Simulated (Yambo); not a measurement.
# WC (Qusongite) (P-6m2) in Yambo: a series of runs

Runs on WC (Qusongite). Level: PBEsol. Tasks: optical spectrum by the Bethe-Salpeter equation, G0W0 quasiparticle levels, optical spectrum.

Everything below comes from runs of Yambo 5.3.0. Logs are shortened: lines on timing, memory, paths and dates and some standing lists are left out, and cuts for length are marked.

## Step 1: The undisturbed crystal

Symmetry: P-6m2, No. 187, hexagonal system. Conventional cell: a = 2.907 Å, b = 2.907 Å, c = 2.837 Å, α = 90.00°, β = 90.00°, γ = 120.00°. Around W (site symmetry -6m2) lie 6 C at 2.20 Å. C (site symmetry -6m2) has 6 W at 2.20 Å as nearest neighbours.

## Step 2: Optical spectrum by the Bethe-Salpeter equation, PBEsol (cell squeezed)

File bse2.in:

```
optics
bse
bss
rim_cut
em1s
RandQpts= 1000000
RandGvec= 50 RL
Chimod= "HARTREE"
% BndsRnXs
 1 | 34 |
%
NGsBlkXs= 5 Ry
% LongDrXs
 1 | 0 | 0 |
%
BSKmod= "SEX"
BSEmod= "retarded"
BSSmod= "d"
% BSEQptR
 1 | 1 |
%
% BSEBands
 7 | 12 |
%
BSENGexx= 20 Ry
BSENGBlk= 5 Ry
% BEnRange
 0 | 20 | eV
%
% BDmRange
 0.1 | 0.1 | eV
%
BEnSteps= 200
% BLongDir
 1 | 0 | 0 |
%
BSEprop= "abs"
WRbsWF
```

File scf.in:

```
&CONTROL
  calculation = 'scf'
  prefix = 'pwscf'
  outdir = './tmp'
  pseudo_dir = './pseudo'
/
&SYSTEM
  ibrav = 0
  nat = 2
  ntyp = 2
  ecutwfc = 82
  nbnd = 15
  occupations = 'smearing'
  smearing = 'fd'
  degauss = 0.00367493
  force_symmorphic = .true.
/
&ELECTRONS
  conv_thr = 4d-10
  electron_maxstep = 120
  mixing_beta = 0.5
/
ATOMIC_SPECIES
W    183.8400 W.upf
C     12.0110 C.upf
CELL_PARAMETERS angstrom
   2.8268294234    0.0000000000    0.0000000000
  -1.4134147117    2.4481060928    0.0000000000
   0.0000000000    0.0000000000    2.7588454645
ATOMIC_POSITIONS crystal
W      0.0000000000    0.0000000000    0.0000000000
C      0.6666666667    0.3333333333    0.5000000000
K_POINTS automatic
12 12 10 0 0 0
```

File nscf.in:

```
&CONTROL
  calculation = 'nscf'
  prefix = 'pwscf'
  outdir = './tmp'
  pseudo_dir = './pseudo'
/
&SYSTEM
  ibrav = 0
  nat = 2
  ntyp = 2
  ecutwfc = 82
  nbnd = 159
  occupations = 'smearing'
  smearing = 'fd'
  degauss = 0.00367493
  force_symmorphic = .true.
/
&ELECTRONS
  conv_thr = 1d-08
  diago_full_acc = .true.
  diago_thr_init = 1d-06
/
ATOMIC_SPECIES
W    183.8400 W.upf
C     12.0110 C.upf
CELL_PARAMETERS angstrom
   2.8268294234    0.0000000000    0.0000000000
  -1.4134147117    2.4481060928    0.0000000000
   0.0000000000    0.0000000000    2.7588454645
ATOMIC_POSITIONS crystal
W      0.0000000000    0.0000000000    0.0000000000
C      0.6666666667    0.3333333333    0.5000000000
K_POINTS automatic
3 3 4 0 0 0
```

Potentials or basis: PseudoDojo 0.4.1 SR PBEsol standard.

Started as:

```bash
$ OMP_NUM_THREADS=1 pw.x -in scf.in > scf.out
$ OMP_NUM_THREADS=1 pw.x -in nscf.in > nscf.out
$ cd tmp/pwscf.save; p2y; mv SAVE ../..; cd ../..
$ OMP_NUM_THREADS=1 yambo
$ mkdir -p bse2; ln -s $PWD/g0w00/ndb.RIM bse2/
$ OMP_NUM_THREADS=1 yambo -F bse2.in -J bse2 -C bse2_out
$ OMP_NUM_THREADS=1 ypp -J bse2 -C bse2_out -e s -b 1
```

Yambo's report:

```text
[... sections 02.01 to 02.04 as in the set-up run ...]

  [02.05] Energies & Occupations
  ==============================

  [X] === General ===
  [X] Electronic Temperature                        :  0.258606E-1   300.100    [eV K]
  [X] Bosonic    Temperature                        :  0.258606E-1   300.100    [eV K]
  [X] Finite Temperature mode                       : yes
  [X] El. density                                   :  0.94279E+24 [cm-3]
  [X] Fermi Level                                   :  23.07674 [eV]

  [X] === Gaps and Widths ===
  [X] Conduction Band Min                           :  23.07674 [eV]
  [X] Valence Band Max                              :  23.07674 [eV]
  [X] Filled Bands                                  :   8
  [X] Metallic Bands                                :   9  10
  [X] Empty Bands                                   :   11  159

  [X] === Metallic Characters ===
  [X] N of el / N of met el                         :  18.00000   2.11111
  [X] Average metallic occ.                         :  0.263889

  [WARNING] [X] Metallic system

 [03] Transferred momenta grid and indexing
 ==========================================

 [BZ sampling] Q-grid is User defined and/or read from the database

 IBZ Q-points                                      :   9
 BZ  Q-points                                      :   36

 K/Q-points units:
 rlu = crystal or reduced units; cc = cartesian coordinates; iku = interal k-units

 Q [1]          [rlu]:  0.000000  0.000000  0.000000
 Q [2]          [rlu]:  0.000000  0.000000  0.250000
 Q [3]          [rlu]:  0.000000  0.000000 -0.500000
 Q [4]          [rlu]: -0.14366E-17  0.33333       0.0000
 Q [5]          [rlu]: -0.14366E-17  0.33333      0.25000
 Q [6]          [rlu]: -0.14366E-17  0.33333     -0.50000
 Q [7]          [rlu]:  0.333333  0.333333  0.000000
 Q [8]          [rlu]:  0.333333  0.333333  0.250000
 Q [9]          [rlu]:  0.333333  0.333333 -0.500000

  [03.01] X + BSE indexes
  =======================

   [03.01.01] Sigma indexes
   ========================

   [WR./SAVE//ndb.kindx]-----------------------------------------------------------
    Fragmentation                                    : no
    Polarization last K ( bz)                        :   36
    Polarization last K (ibz)                        :   9
    QP states                                        :   1   9
    X grid is uniform                                : yes
    Grids (string)                                   :  X B S
    Grids (int-vector)                               :  1  1  0  1

 [04] Coloumb potential Random Integration (RIM)
 ===============================================

 Summary of Coulomb integrals for non-metallic bands |Q|[au] RIM/Bare

 Q [1] 0.100000E-4 0.977168 * Q [2] 0.301296 0.908973
 Q [4] 0.452720 1.108823 * Q [5] 0.543815 1.052201
 Q [3] 0.602592 0.982451 * Q [6] 0.753706 1.009388
 Q [7] 0.784134 1.037171 * Q [8] 0.840027 1.028235
 Q [9] 0.988930 1.013873

 [WARNING] [Xs] User bands 1-34 break level degeneracy

 [WARNING] [BS] User bands 7-12 break level degeneracy

 [05] Dipoles
 ============

  [05.01] Setup: observables and procedures
  =========================================

  [WF-Oscillators/G space/Transverse up loader] Normalization (few states)  min/max  :  0.22527E-16   1.0000

  [WR./bse2//ndb.dipoles]---------------------------------------------------------
   Brillouin Zone Q/K grids (IBZ/BZ)                :    9   36    9   36
   RL vectors                                       :  2147 [WF]
   Fragmentation                                    : yes
   Electronic Temperature                           :  300.1000 [K]
   Bosonic    Temperature                           :  300.1000 [K]
   DIP band range                                   :    1   34
   DIP band range limits                            :  10   9
   DIP e/h energy range                             : -1.000000 -1.000000 [eV]
   RL vectors in the sum                            :  2147
   [r,Vnl] included                                 : yes
   Bands ordered                                    : yes
   Direct v evaluation                              : no
   Approach used                                    : G-space v
   Dipoles computed                                 : R V P [G-space]
   Wavefunctions                                    : Perdew, Burke & Ernzerhof SOL(X)+Perdew, Burke & Ernzerhof SOL(C)

  [WARNING] [r,Vnl^pseudo] included in position and velocity dipoles.

  [WARNING] In case H contains other non local terms, these are neglected

 [06] Static Dielectric Matrix
 =============================

 [WR./bse2//ndb.em1s]------------------------------------------------------------
  Brillouin Zone Q/K grids (IBZ/BZ)                :    9   36    9   36
  RL vectors                                       :  2147 [WF]
  Coulomb cutoff potential                         : none
  Fragmentation                                    : yes
  Electronic Temperature                           :  300.1000 [K]
  Bosonic    Temperature                           :  300.1000 [K]
  Static diel. fun.  energies                      : Perdew, Burke & Ernzerhof SOL(X)+Perdew, Burke & Ernzerhof SOL(C)
  wavefunctions                                    : Perdew, Burke & Ernzerhof SOL(X)+Perdew, Burke & Ernzerhof SOL(C)
  Global Gauge                                     : length
  X matrix size                                    :  27
  X band range                                     :    1   34
  X e/h energy range                               : -1.000000 -1.000000 [eV]
  X Time ordering                                  : R
  X Hxc Kernel                                     : HARTREE
  X Drude frequency                                :  0.000000  0.000000
  X poles                                          :  100.0000 [o/o]
  RL vectors in the sum                            :  2147
  [r,Vnl] included                                 : yes
  Field direction                                  :  0.100000E-4   0.00000      0.00000
  BZ energy Double Grid                            : no
  BZ energy DbGd points                            : 0
  BZ Q point size factor                           : -1.000000
  X Optical Averaged directions                    : none
 [X-CG] R(p) Tot o/o(of R):   1714   8212    100

 [WARNING] The system is a metal but Drude term not included.
 [WR./bse2//ndb.em1s_fragment_1]-------------------------------------------------
  Current Q-pt index                               :  1
  X energy range                                   :  0.000000  0.000000 eV
  X damping range                                  :  0.001000  0.001000 eV
  Number of frequencies                            :  1
 [X-CG] R(p) Tot o/o(of R):   2289   8212    100
 [WR./bse2//ndb.em1s_fragment_2]-------------------------------------------------
  Current Q-pt index                               :  2
  X energy range                                   :  0.000000  0.000000 eV
  X damping range                                  :  0.001000  0.001000 eV
  Number of frequencies                            :  1
 [X-CG] R(p) Tot o/o(of R):   1724   8214    100
 [X-CG] R(p) Tot o/o(of R):   3010   8211    100
 [X-CG] R(p) Tot o/o(of R):   4007   8211    100
 [X-CG] R(p) Tot o/o(of R):   3016   8211    100
 [X-CG] R(p) Tot o/o(of R):   2345   8211    100
 [X-CG] R(p) Tot o/o(of R):   3113   8212    100
 [X-CG] R(p) Tot o/o(of R):   2352   8212    100

 [07] Bethe Salpeter Equation driver
 ===================================

  [07.01] Bethe Salpeter Equation @q1
  ===================================

   [07.01.01] Transition pre-analysis @q1
   ======================================

   [07.01.02] Transition Groups build-up @q1
   =========================================

   [BSK] Transition groups (total):   9
   [BSK] Size (resonant):   333
   [BSK]         (total):   333
   [BSK] N. of matrices :  1

   [07.01.03] Loading Dipoles @q1
   ==============================

   [07.01.04] Independent Particles properties @q1
   ===============================================

   [WARNING] The system is a metal but Drude term not included.

   [07.01.05] BSE Kernel @q1 (Resonant CORRRELATION EXCHANGE)
   ==========================================================

   [BSE] Exchange components :  211
   [BSE] Correlation components :   27  133

    [07.01.05.01] Screened interaction header I/O
    =============================================

    [07.01.05.02] Main kernel loop
    ==============================

    [WR./bse2//ndb.BS_Q1_CPU_0]-----------------------------------------------------
     Brillouin Zone Q/K grids (IBZ/BZ)                :    9   36    9   36
     RL vectors                                       :  2147 [WF]
     Coulomb cutoff potential                         : none
     Parallel CPUs
     Parallel Roles
     Fragmentation                                    : no
     BS kernel          wavefunctions                 : Perdew, Burke & Ernzerhof SOL(X)+Perdew, Burke & Ernzerhof SOL(C)
     Static diel. fun.  energies                      : Perdew, Burke & Ernzerhof SOL(X)+Perdew, Burke & Ernzerhof SOL(C)
     wavefunctions                                    : Perdew, Burke & Ernzerhof SOL(X)+Perdew, Burke & Ernzerhof SOL(C)
     [K] Identifier                                   :   5254
     [K] Dimension                                    :   333
     [K] Bands                                        :   7  12
     [K] Exchange                                     : yes [res]
     [K] Correlation                                  : yes [res]
     [K] Kernel`s coupling                            : no
     [K] Exchange                                     : no [cpl]
     [K] Correlation                                  : no [cpl]
     [K] W interaction is bare                        : no
     [K] ALDA kernel in R-space                       : no
     [K] RL vectors                                   :  211 [exchange]
     [K] RL vectors                                   :  27 [correlation]
     [K] E/h energy range                             : -1.000000 -1.000000 [eV]
     [K] Coupling range                               :  100.0000  100.0000 [o/o]
     [W] Interaction is diagonal                      : no
     [W] Matrix size                                  :  27
     [W] Bands                                        :    1   34
     [W] e/h energy range                             : -1.000000 -1.000000 [eV]
     [W] Poles                                        :  100.0000 [o/o]
     [W] RL vectors in the sum                        :  2147
     [W] [r,Vnl] included                             : yes
     [W] Field direction                              :  0.100000E-4   0.00000      0.00000
     [W] Coulomb Cutoff                               : none
     [W] Hxc Kernel                                   : HARTREE
     [RIM] RL components                              :   59 [col]
     [RIM] Random points                              :  1000000 [col]
     [SOC] Perturbative SOC                           : no
     [K] Kernel long-range exchange                   : BAR

    [07.01.05.03] Wave-Function Phases
    ==================================

    [BSE] WF phases found       :  45.37037 [o/o]

   [07.01.06] BSE solver(s) @q1
   ============================

   [07.01.07] Diago Solver @q1
   ===========================

   [WR./bse2//ndb.BS_diago_Q1]-----------------------------------------------------
    BS kernel          energies                      : Perdew, Burke & Ernzerhof SOL(X)+Perdew, Burke & Ernzerhof SOL(C)
    [K] Identifier                                   :   5254
    [K] Dimension                                    :   333
    [K] Bands                                        :   7  12
    [K] Exchange                                     : yes [res]
    [K] Correlation                                  : yes [res]
    [K] Kernel`s coupling                            : no
    [K] Exchange                                     : no [cpl]
    [K] Correlation                                  : no [cpl]
    [K] W interaction is bare                        : no
    [K] ALDA kernel in R-space                       : no
    [K] RL vectors                                   :  211 [exchange]
    [K] RL vectors                                   :  27 [correlation]
    [K] E/h energy range                             : -1.000000 -1.000000 [eV]
    [K] Coupling range                               :  100.0000  100.0000 [o/o]
    [W] Interaction is diagonal                      : no
    [W] Matrix size                                  :  27
    [W] Bands                                        :    1   34
    [W] e/h energy range                             : -1.000000 -1.000000 [eV]
    [W] Poles                                        :  100.0000 [o/o]
    [W] RL vectors in the sum                        :  2147
    [W] [r,Vnl] included                             : yes
    [W] Field direction                              :  0.100000E-4   0.00000      0.00000
    [W] Coulomb Cutoff                               : none
    [W] Hxc Kernel                                   : HARTREE
    [RIM] RL components                              :   59 [col]
    [RIM] Random points                              :  1000000 [col]
    [SOC] Perturbative SOC                           : no
    [K] Kernel long-range exchange                   : BAR
    [BSS] Eigenstates included                       : yes
    [BSS] Field direction                            :  0.100000E-4   0.00000      0.00000
    [BSS] Eigenstates computed                       :   333
    [BSS] Number of BSE matrices                     :  1
```

Run time: 1.7 min. Hardware: 1 thread of AMD EPYC 7R43 (Zen 3), shared host; peak memory 0.25 GiB.

Results:

```
Band gap on the k mesh, mean-field level : none (metal or under the smearing width)
```

Dielectric function (along the field direction of the input):
| energy (eV) | real part | imaginary part |
| --- | --- | --- |
| 0.80 | -130.00 | 45.87 |
| 1.41 | -27.15 | 6.79 |
| 2.11 | -0.43 | 2.29 |
| 2.71 | 11.34 | 1.95 |
| 3.42 | 34.47 | 18.77 |
| 4.02 | 49.25 | 25.78 |
| 4.72 | -17.16 | 9.43 |
| 5.43 | 8.28 | 17.91 |
| 6.03 | 0.79 | 5.91 |
| 6.73 | 9.20 | 37.66 |
| 7.34 | -10.96 | 7.44 |
| 8.04 | -5.61 | 4.68 |
| 8.74 | -5.50 | 5.58 |
| 9.35 | -9.72 | 2.67 |
| 10.05 | -0.94 | 2.87 |
| 10.65 | -7.59 | 11.01 |
| 11.36 | -7.18 | 1.82 |
| 11.96 | -5.33 | 0.32 |
| 12.66 | -3.87 | 0.15 |
| 13.37 | -3.03 | 0.10 |
| 13.97 | -2.51 | 0.07 |
| 14.67 | -2.05 | 0.06 |
| 15.28 | -1.74 | 0.05 |
| 15.98 | -1.44 | 0.04 |
| 16.68 | -1.19 | 0.03 |
| 17.29 | -1.00 | 0.03 |
| 17.99 | -0.82 | 0.02 |
| 18.59 | -0.68 | 0.02 |
| 19.30 | -0.55 | 0.02 |
| 20.00 | -0.42 | 0.02 |

Caveat: the k mesh is coarse (spacing up to 0.86 Å⁻¹), so the values aren't converged; the intraband (Drude) term of the metal is left out; the ground state has no gap, which makes the many-body step unreliable; the transitions start from uncorrected Kohn-Sham levels, so peaks lie too low; exciton energies and binding change strongly with the k mesh and aren't converged on this one; spectra need much finer meshes, so this one isn't converged.

(Part 1 of 3 ends here.)
